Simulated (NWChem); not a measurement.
# One shape, several levels: CBr2Cl2 (dibromodichloromethane)

Aim: a comparison of 3 runs (B2PLYP/6-31G*, CAM-B3LYP/6-31G*, wB97X/6-31G*) of CBr2Cl2 (dibromodichloromethane). 

Program for the calculation: NWChem 7.3.0.

## 1. The molecule

CBr2Cl2: 5 atoms, total charge 0, spin state singlet. SMILES: `ClC(Cl)(Br)Br`. The C2–Br5 distance was set to 2.523 Å, away from the relaxed value.

Bond lengths: Cl1–C2 1.755 Å, C2–Cl3 1.755 Å, C2–Br4 1.940 Å. Angles: Cl1–C2–Cl3 109.9°, Cl1–C2–Br4 109.5°, Cl3–C2–Br4 109.5°. A long bond or contact: C2–Br5 2.523 Å.

## 2. A single-point energy at B2PLYP/6-31G(d) (spherical functions) (run 1)

a.nw reads:

```
start a
memory 2200 mb

geometry noautosym nocenter noautoz
 Cl     0.160430    -1.297663     1.591837
 C     -0.425070    -0.380563     0.214437
 Cl    -1.852370     0.534337     0.669037
 Br    -0.870370    -1.597363    -1.229863
 Br     1.375400     1.204500    -0.566200
end

basis spherical bse
 * library 6-31G*
end

dft
 xc hfexch 0.53 becke88 0.47 lyp 0.73 mp2 0.27
 dftmp2 semidirect
 grid fine
 convergence energy 1e-08
 iterations 100
 mulliken
 print medium
end

mp2
 freeze core 29
end

task dft energy
```

On the command line:

```sh
$ nwchem a.nw > a.out
```

The program printed:

```text
[...]
          Wavefunction type:  closed shell.
          No. of atoms     :     5
          No. of electrons :   110
[...]
          Charge           :     0
          Spin multiplicity:     1
[...]
          AO basis - number of functions:   114
[...]
              XC Information
              --------------
                     Hartree-Fock (Exact) Exchange  0.530
                    Becke 1988 Exchange Functional  0.470
              Lee-Yang-Parr Correlation Functional  0.730
[...]
 d= 0,ls=0.0,diis     1  -6104.3565024692 -6.89D+03  2.28D-02  1.87D+00     5.6
[...]
 d= 0,ls=0.0,diis    11  -6104.6633588499 -1.98D-09  1.27D-07  4.53D-11    43.0
         Total DFT energy =    -6104.663358849871
      One electron energy =   -10042.585896333327
           Coulomb energy =     3399.940571503691
    Exchange-Corr. energy =     -243.040627373349
 Nuclear repulsion energy =      781.022593353113
[...]
      Total Density - Mulliken Population Analysis
     ---------------------------------------------
    Atom       Charge   Shell Charges
 -----------   ------   -------------------------------------------------------
    1 Cl  17    16.87   2.00  2.00  5.98  1.42  3.56  0.52  1.36  0.03
    2 C    6     6.24   2.00  0.70  1.68  0.79  1.02  0.06
    3 Cl  17    16.87   2.00  2.00  5.98  1.42  3.56  0.52  1.36  0.03
    4 Br  35    34.88   2.00  2.00  6.00  2.00  5.99  1.62  3.74  0.33  1.16  6.96  2.92  0.16
    5 Br  35    35.13   2.00  2.00  6.00  2.00  5.99  1.62  3.66  0.36  1.49  6.96  2.92  0.13
[...]
  Basis functions       =    114
[...]
```

It took 52 s on 1 thread of Intel Xeon Platinum 8488C (Sapphire Rapids), shared host; peak memory 0.47 GiB.

## 3. A single-point energy at CAM-B3LYP/6-31G(d) (spherical functions) (run 2)

a.nw reads:

```
start a
memory stack 880 mb heap 220 mb global 1100 mb
geometry units angstrom noautosym nocenter noautoz
 Cl     0.160430    -1.297663     1.591837
 C     -0.425070    -0.380563     0.214437
 Cl    -1.852370     0.534337     0.669037
 Br    -0.870370    -1.597363    -1.229863
 Br     1.375400     1.204500    -0.566200
end
basis spherical bse
 Cl library 6-31G*
 C library 6-31G*
 Br library 6-31G*
end
dft
 xc xcamb88 1.00 lyp 0.81 vwn_5 0.19 hfexch 1.00
 cam 0.33 cam_alpha 0.19 cam_beta 0.46
 grid fine
 convergence energy 1e-08
 direct
 iterations 100
 mulliken
end
task dft energy
```

On the command line:

```sh
$ nwchem a.nw > a.out
```

The program printed:

```text
[...]
          Wavefunction type:  closed shell.
          No. of atoms     :     5
          No. of electrons :   110
[...]
          Charge           :     0
          Spin multiplicity:     1
[...]
          AO basis - number of functions:   114
[...]
              XC Information
              --------------
                     Hartree-Fock (Exact) Exchange  1.000
                   CAM-Becke88 Exchange Functional  1.000
                      VWN V Correlation Functional  0.190 local
              Lee-Yang-Parr Correlation Functional  0.810
[...]
 d= 0,ls=0.0,diis     1  -6105.9976762124 -6.89D+03  2.36D-02  2.20D+00     8.1
[...]
 d= 0,ls=0.0,diis    11  -6106.3292036175 -1.78D-09  3.12D-07  8.84D-10    84.5
         Total DFT energy =    -6106.329203617459
      One electron energy =   -10042.297775214824
           Coulomb energy =     3399.599663378149
    Exchange-Corr. energy =     -244.653685133897
 Nuclear repulsion energy =      781.022593353113
[...]
      Total Density - Mulliken Population Analysis
     ---------------------------------------------
    Atom       Charge   Shell Charges
 -----------   ------   -------------------------------------------------------
    1 Cl  17    16.87   2.00  2.00  5.97  1.42  3.59  0.51  1.35  0.03
    2 C    6     6.22   2.00  0.70  1.72  0.77  0.98  0.06
    3 Cl  17    16.87   2.00  2.00  5.97  1.42  3.59  0.51  1.35  0.03
    4 Br  35    34.90   2.00  2.00  6.00  2.00  5.99  1.64  3.77  0.32  1.15  6.95  2.92  0.17
    5 Br  35    35.13   2.00  2.00  6.00  2.00  5.99  1.64  3.70  0.35  1.46  6.95  2.92  0.14
[...]
```

Run time: 85 s. Hardware: 1 thread of Intel Xeon Platinum 8488C (Sapphire Rapids), shared host; peak memory 0.12 GiB.

## 4. A single-point energy at wB97X/6-31G(d) (spherical functions) (run 3)

cbr2cl2.xyz reads:

```xyz
5
CBr2Cl2
Cl     0.160430    -1.297663     1.591837
C     -0.425070    -0.380563     0.214437
Cl    -1.852370     0.534337     0.669037
Br    -0.870370    -1.597363    -1.229863
Br     1.375400     1.204500    -0.566200
```

cbr2cl2.nw reads:

```
start cbr2cl2
title "CBr2Cl2"
memory 2200 mb
geometry units angstroms noautosym nocenter noautoz
   load format xyz cbr2cl2.xyz
end
basis spherical bse
   * library 6-31G*
end
dft
   xc wb97x
   grid fine
   convergence energy 1e-08
   maxiter 100
   mulliken
   print medium
end
task dft energy
```

On the command line:

```sh
$ nwchem cbr2cl2.nw > cbr2cl2.out
```

The program printed:

```text
[...]
          Wavefunction type:  closed shell.
          No. of atoms     :     5
          No. of electrons :   110
[...]
          Charge           :     0
          Spin multiplicity:     1
[...]
          AO basis - number of functions:   114
[...]
              XC Information
              --------------
                       wb97x  Method XC Functional
                     Hartree-Fock (Exact) Exchange  1.000
                         wb97x Exchange Functional  1.000
                      wb97x Correlation Functional  1.000
[...]
 d= 0,ls=0.0,diis     1  -6105.7962224482 -6.89D+03  2.01D-02  2.06D+00     8.6
[...]
 d= 0,ls=0.0,diis    11  -6106.1170735857 -3.27D-09  9.49D-07  6.00D-10    89.5
         Total DFT energy =    -6106.117073585679
      One electron energy =   -10042.346512863407
           Coulomb energy =     3399.663831331443
    Exchange-Corr. energy =     -244.456985406828
 Nuclear repulsion energy =      781.022593353113
[...]
      Total Density - Mulliken Population Analysis
     ---------------------------------------------
    Atom       Charge   Shell Charges
 -----------   ------   -------------------------------------------------------
    1 Cl  17    16.87   2.00  2.00  5.97  1.40  3.60  0.53  1.34  0.03
    2 C    6     6.24   2.00  0.68  1.70  0.78  1.02  0.06
    3 Cl  17    16.87   2.00  2.00  5.97  1.40  3.60  0.53  1.34  0.03
    4 Br  35    34.89   2.00  2.00  6.00  2.00  5.99  1.61  3.77  0.34  1.14  6.95  2.91  0.18
    5 Br  35    35.12   2.00  2.00  6.00  2.00  5.99  1.61  3.69  0.37  1.45  6.95  2.91  0.14
[...]
```

It took 90 s on 1 thread of Intel Xeon Platinum 8488C (Sapphire Rapids), shared host; peak memory 0.11 GiB.

## 5. Overview of the runs

| run | level | frozen core orbitals | energy (Eh) | dipole moment (D) | HOMO energy (eV) | LUMO energy (eV) | wall time |
| --- | --- | --- | --- | --- | --- | --- | --- |
| 1 | B2PLYP/6-31G* (spherical functions) | 29 | -6104.962286 | 2.18 | -9.30 | -3.25 | 52 s |
| 2 | CAM-B3LYP/6-31G* (spherical functions) | – | -6106.329204 | 2.16 | -9.51 | -3.39 | 85 s |
| 3 | wB97X/6-31G* (spherical functions) | – | -6106.117074 | 2.01 | -10.61 | -2.48 | 90 s |

## 6. Summary of results

| quantity | value |
| --- | --- |
| run 3: total energy | -6106.11707 Eh |
| run 3: dipole moment | 2.01 D |
| run 3: HOMO energy | -10.61 eV |
| run 3: LUMO energy | -2.48 eV |
| run 3: HOMO–LUMO gap | 8.14 eV |

What this shows: The dipole moment (its size) runs from 2.01 D (wB97X/6-31G*) to 2.18 D (B2PLYP/6-31G*). A double hybrid's value is that of its SCF part. The HOMO–LUMO gap runs from 6.05 eV (B2PLYP/6-31G*) to 8.14 eV (wB97X/6-31G*). Totals of different functionals can't be ranked against each other. All runs together took 3.8 min, the longest 90 s.
